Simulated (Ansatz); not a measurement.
**ClH4NSi: a reaction path by the nudged elastic band**

Aim: the minimum-energy path between two given structures and its highest point. Both ends were relaxed at PBE0-D4 in triple zeta.

Method: PBE0-D4/def2-SVP; program: Ansatz 0.2.0, Gaussian basis.

17 further runs of the same task are left out: 1 that didn't finish, 16 set aside as unsound or not needed.

### 1 Starting geometry

The first end: 7 atoms, charge 0, spin multiplicity 1.

Atoms are counted from 1 here; the program's logs count them from 0.

Bond lengths: Si1–H2 1.478 Å, Si1–N3 1.701 Å, Si1–H5 1.478 Å, Si1–Cl6 2.072 Å, N3–H4 1.007 Å, N3–H7 1.007 Å. Angles: H2–Si1–N3 108.4°, H2–Si1–H5 113.3°, H2–Si1–Cl6 105.8°, N3–Si1–H5 108.4°, N3–Si1–Cl6 115.3°, H5–Si1–Cl6 105.8°, Si1–N3–H4 120.4°, Si1–N3–H7 120.4°, H4–N3–H7 111.2°.

As a file:

| atom | x (Å) | y (Å) | z (Å) |
| --- | --- | --- | --- |
| Si1 | -0.43811 | -0.06920 | 0.45136 |
| H2 | -0.05750 | 0.49646 | 1.76274 |
| N3 | 0.65088 | 0.51063 | -0.71920 |
| H4 | 1.64133 | 0.51732 | -0.53508 |
| H5 | -1.80886 | 0.29222 | 0.03307 |
| Cl6 | -0.45148 | -2.12502 | 0.70715 |
| H7 | 0.46374 | 0.37768 | -1.70014 |

The second end:

```xyz
7

Si   -0.58252   -0.46695   -0.46392
H     0.68985    0.98528    2.09575
N     0.52553   -0.35980   -1.58863
H     1.12837    1.08209    1.49784
H    -1.71901    0.40016   -0.08079
Cl   -0.59527   -2.06568    0.76524
H     0.55305    0.42499   -2.22559
```

### 2 The band at PBE0-D4/def2-SVP

File neb/in.yaml:

```yaml
crystal:
  periodic: [false, false, false]
  atoms:
    - {symbol: Si, position_ang: [-0.438115, -0.069199, 0.451359]}
    - {symbol: H, position_ang: [-0.057501, 0.496465, 1.762736]}
    - {symbol: N, position_ang: [0.650882, 0.510631, -0.719198]}
    - {symbol: H, position_ang: [1.641333, 0.517317, -0.535083]}
    - {symbol: H, position_ang: [-1.808862, 0.292224, 0.033071]}
    - {symbol: Cl, position_ang: [-0.451475, -2.125021, 0.707154]}
    - {symbol: H, position_ang: [0.463737, 0.377684, -1.700140]}
basis:
  gaussian: {orbitals: def2-SVP}
hamiltonian: {xc: pbe0, dispersion: d4}
neb:
  images: 5
  climbing: true
  max_iterations: 40
  initial_path: idpp
  final_atoms:
    - {symbol: Si, position_ang: [-0.582517, -0.466947, -0.463916]}
    - {symbol: H, position_ang: [0.689852, 0.985275, 2.095746]}
    - {symbol: N, position_ang: [0.525526, -0.359796, -1.588629]}
    - {symbol: H, position_ang: [1.128368, 1.082092, 1.497838]}
    - {symbol: H, position_ang: [-1.719008, 0.400163, -0.080789]}
    - {symbol: Cl, position_ang: [-0.595270, -2.065678, 0.765241]}
    - {symbol: H, position_ang: [0.553050, 0.424991, -2.225593]}
```

Run with:

```
$ ansatz run in.yaml --threads 2 --pin off --events-out ev --progress --plain --max-ram 4352MiB
```

**Question.** What will these runs give? Wanted: from earlier runs: barrier over the separately found saddle, CCSD(T)/def2-TZVPP.

As calculated:

| quantity | value |
| --- | --- |
| PBE0-D4/def2-SVP, 19 iterations | highest 344.8 kJ/mol (image 3), last end +273.8 kJ/mol |
| from earlier runs: barrier over the separately found saddle, CCSD(T)/def2-TZVPP | 344.8 kJ/mol |

The highest image lies 344.8 kJ/mol above the first end, and it climbed, so it estimates the saddle. The ends are not quite minima at this level (largest force component 0.42 eV/Å), so the heights are unreliable: relaxing the first end would lower it and raise the barrier above it. The highest image is 0.0 kJ/mol above the CCSD(T) barrier in triple zeta, which comes from separate runs on the saddle.
